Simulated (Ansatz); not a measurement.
# TeH₂Se (SMILES [SeH][TeH]): one structure at several levels

One table from this session's results is given with a row withheld; the runs are named, their logs left out.

Computed with Ansatz 0.2.0, Gaussian basis. Level: single points in def2-TZVPP.

Correlated methods freeze the cores. Filled d shells of the heavier atoms are correlated. Core potentials replace the inner electrons past krypton, and spin-orbit coupling is left out.

## Where the work starts

SMILES `[SeH][TeH]`, 4 atoms, charge 0, spin multiplicity 1.

Atoms are counted from 1 here; the program's logs count them from 0.

Bond lengths: Se1–Te2 2.344 Å, Se1–H3 1.569 Å, Te2–H4 1.494 Å. Angles: Te2–Se1–H3 100.6°, Se1–Te2–H4 95.6°.

Coordinates:

```xyz
4
H2SeTe
Se    0.43570   -1.14020    0.42840
Te    0.57730    1.17710    0.10890
H    -1.08480   -1.29030    0.78470
H    -0.17310    1.19310   -1.18240
```

Set-up of the first run:

run/in.yaml

```yaml
crystal:
  periodic: [false, false, false]
  atoms:
    - {symbol: Se, position_ang: [0.435700, -1.140200, 0.428400]}
    - {symbol: Te, position_ang: [0.577300, 1.177100, 0.108900]}
    - {symbol: H, position_ang: [-1.084800, -1.290300, 0.784700]}
    - {symbol: H, position_ang: [-0.173100, 1.193100, -1.182400]}
basis:
  gaussian: {orbitals: def2-TZVPP}
correlation: {method: ccsd_t}
output: {forces: true}
```

No record of the launch command was kept for these runs.

Among the steps run: CCSD(T)/def2-TZVPP; PBE0-D4/def2-TZVPP; wB97M-V/def2-TZVPP; r2SCAN-D4/def2-TZVPP; PBE-D4/def2-TZVPP; BHLYP-D4/def2-TZVPP; LC-wPBE/def2-TZVPP.

One of the session's tables, all rows but one given; the rest of the session is left out.

| method | RMS force component (eV/Å) | angle to CCSD(T) forces (°) | dipole (D) |
| --- | --- | --- | --- |
| CCSD(T) | 2.083 | reference | 0.86 |
| PBE0-D4 | 2.107 | 3.3 | 0.87 |
| wB97M-V | 2.081 | 1.7 | 0.86 |
| r2SCAN-D4 | 2.112 | 3.3 | 0.87 |
| PBE-D4 | 2.194 | 6.2 | 0.81 |
| BHLYP-D4 | ? | ? | ? |
| LC-wPBE | 2.035 | 5.3 | 0.95 |

Q: Estimate the row for BHLYP-D4 from the others.

**Answer.** RMS force component (eV/Å): 2.121; angle to CCSD(T) forces (°): 1.7; dipole (D): 0.88. In the column «RMS force component (eV/Å)» it lies between r2SCAN-D4 (2.112) and PBE-D4 (2.194).
